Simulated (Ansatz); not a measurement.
# C3H4F4: a ladder of functionals and wavefunction methods

One table from this session's results is given with a row withheld; the runs are named, their logs left out.

Program: Ansatz 0.2.0, Gaussian basis. Level of theory: functionals in def2-TZVPP, the program's frozen cores in correlated methods. These are calculated values, not measurements.

Levels to be run: LDA (SPW92), PBE-D4, revPBE-D4, BLYP-D4, r2SCAN-D4, B97M-V, PBE0-D4, B3LYP-D4, r2SCANh-D4, r2SCAN0-D4, HSE06-D4, BHLYP-D4, CAM-B3LYP-D4, LC-ωPBE, ωB97X-V, ωB97M-V, B2PLYP, PBE-QIDH; CCSD(T)/def2-SVP; CCSD(T)/def2-TZVPP; MP2/def2-QZVPP; extrapolation to the limit; RPA on PBE.

### The relaxed structure

The geometry comes from an earlier relaxation with PBE0-D4 in a triple-zeta def2 set; it is a stationary point, not always the lowest conformer.

SMILES `CC(F)C(F)(F)F`, 11 atoms, charge 0, spin multiplicity 1.

Atoms are counted from 1 here; the program's logs count them from 0.

Bond lengths: C1–C2 1.504 Å, C1–H8 1.090 Å, C1–H9 1.091 Å, C1–H10 1.090 Å, C2–F3 1.376 Å, C2–C4 1.523 Å, C2–H11 1.095 Å, C4–F5 1.333 Å, C4–F6 1.340 Å, C4–F7 1.332 Å. Angles: C2–C1–H8 110.4°, C2–C1–H9 110.5°, C2–C1–H10 109.2°, H8–C1–H9 109.1°, H8–C1–H10 108.9°, H9–C1–H10 108.7°, C1–C2–F3 110.1°, C1–C2–C4 112.9°, C1–C2–H11 111.8°, F3–C2–C4 107.2°, F3–C2–H11 107.9°, C4–C2–H11 106.7°, C2–C4–F5 112.1°, C2–C4–F6 109.7°, C2–C4–F7 111.3°, F5–C4–F6 107.9°, F5–C4–F7 107.8°, F6–C4–F7 107.8°.

Geometry (Å):

```mol
C3H4F4
  3D, bonds by distance, orders not assigned

 11 10  0  0  0  0  0  0  0  0999 V2000
   -0.1214   -1.2957   -0.1874 C   0  0
    0.5301   -0.0324    0.3054 C   0  0
    1.7607    0.1289   -0.2888 F   0  0
   -0.2876    1.2149   -0.0043 C   0  0
   -0.5216    1.3504   -1.3101 F   0  0
   -1.4705    1.1475    0.6212 F   0  0
    0.3328    2.3169    0.4150 F   0  0
   -0.2565   -1.2576   -1.2688 H   0  0
   -1.0932   -1.4345    0.2881 H   0  0
    0.5127   -2.1471    0.0601 H   0  0
    0.6799   -0.0483    1.3900 H   0  0
  1  2  8  0
  2  3  8  0
  2  4  8  0
  4  5  8  0
  4  6  8  0
  4  7  8  0
  1  8  8  0
  1  9  8  0
  1 10  8  0
  2 11  8  0
M  END
```

The first run:

Contents of in.yaml:

```yaml
crystal:
  periodic: [false, false, false]
  atoms:
    - {symbol: C, position_ang: [-0.121419, -1.295689, -0.187421]}
    - {symbol: C, position_ang: [0.530141, -0.032404, 0.305438]}
    - {symbol: F, position_ang: [1.760712, 0.128886, -0.288788]}
    - {symbol: C, position_ang: [-0.287636, 1.214894, -0.004294]}
    - {symbol: F, position_ang: [-0.521569, 1.350360, -1.310051]}
    - {symbol: F, position_ang: [-1.470500, 1.147499, 0.621205]}
    - {symbol: F, position_ang: [0.332807, 2.316905, 0.414975]}
    - {symbol: H, position_ang: [-0.256542, -1.257574, -1.268845]}
    - {symbol: H, position_ang: [-1.093172, -1.434480, 0.288121]}
    - {symbol: H, position_ang: [0.512734, -2.147070, 0.060085]}
    - {symbol: H, position_ang: [0.679945, -0.048327, 1.389974]}
basis:
  gaussian: {orbitals: def2-TZVPP}
hamiltonian: {xc: lda}
output: {orbitals: {seedname: orbitals}}
```

Command:

```console
> ansatz run in.yaml --threads 4 --pin off --events-out ev --progress --plain --max-ram 11315MiB
```

Among the steps run: LDA; PBE-D4 (GGA); revPBE-D4 (GGA); BLYP-D4 (GGA); r2SCAN-D4 (meta-GGA); B97M-V (meta-GGA); PBE0-D4 (hybrid); B3LYP-D4 (hybrid); r2SCANh-D4 (hybrid); r2SCAN0-D4 (hybrid); HSE06-D4 (hybrid); BHLYP-D4 (hybrid); CAM-B3LYP-D4 (range-separated); LC-ωPBE (range-separated); ωB97X-V (range-separated); ωB97M-V (range-separated); B2PLYP (double hybrid); PBE-QIDH (double hybrid).

One table of the session follows, with a row left open; its other results are not shown here.

It belongs to the step «Frontier levels by functional». 

| functional | HOMO (eV) | LUMO (eV) | gap (eV) |
| --- | --- | --- | --- |
| LDA (SPW92) | -8.49 | 0.17 | 8.66 |
| PBE-D4 | -8.31 | 0.39 | 8.71 |
| revPBE-D4 | -8.23 | 0.48 | 8.72 |
| BLYP-D4 | -8.30 | 0.37 | 8.67 |
| r2SCAN-D4 | -8.72 | 1.02 | 9.74 |
| B97M-V | -8.90 | 0.62 | 9.52 |
| PBE0-D4 | -10.08 | 1.25 | 11.33 |
| B3LYP-D4 | -9.89 | 0.88 | 10.76 |
| r2SCANh-D4 | ? | ? | ? |
| r2SCAN0-D4 | -10.35 | 1.79 | 12.15 |
| HSE06-D4 | -9.67 | 0.88 | 10.55 |
| BHLYP-D4 | -11.83 | 1.82 | 13.65 |
| CAM-B3LYP-D4 | -11.65 | 1.99 | 13.63 |
| LC-ωPBE | -12.89 | 3.34 | 16.23 |
| ωB97X-V | -12.58 | 3.14 | 15.73 |
| ωB97M-V | -12.49 | 2.69 | 15.18 |

**Question.** Estimate the row for r2SCANh-D4.

Worked estimate for «HOMO (eV)». Against the share of exact exchange, r2SCAN-D4 (0, -8.72), r2SCAN0-D4 (0.25, -10.35) give a slope of -6.52 per unit share; at 0.1 the line stands at -9.37.

As computed: HOMO (eV): -9.38; LUMO (eV): 1.38; gap (eV): 10.76. In «HOMO (eV)» the line misses by +0.01.
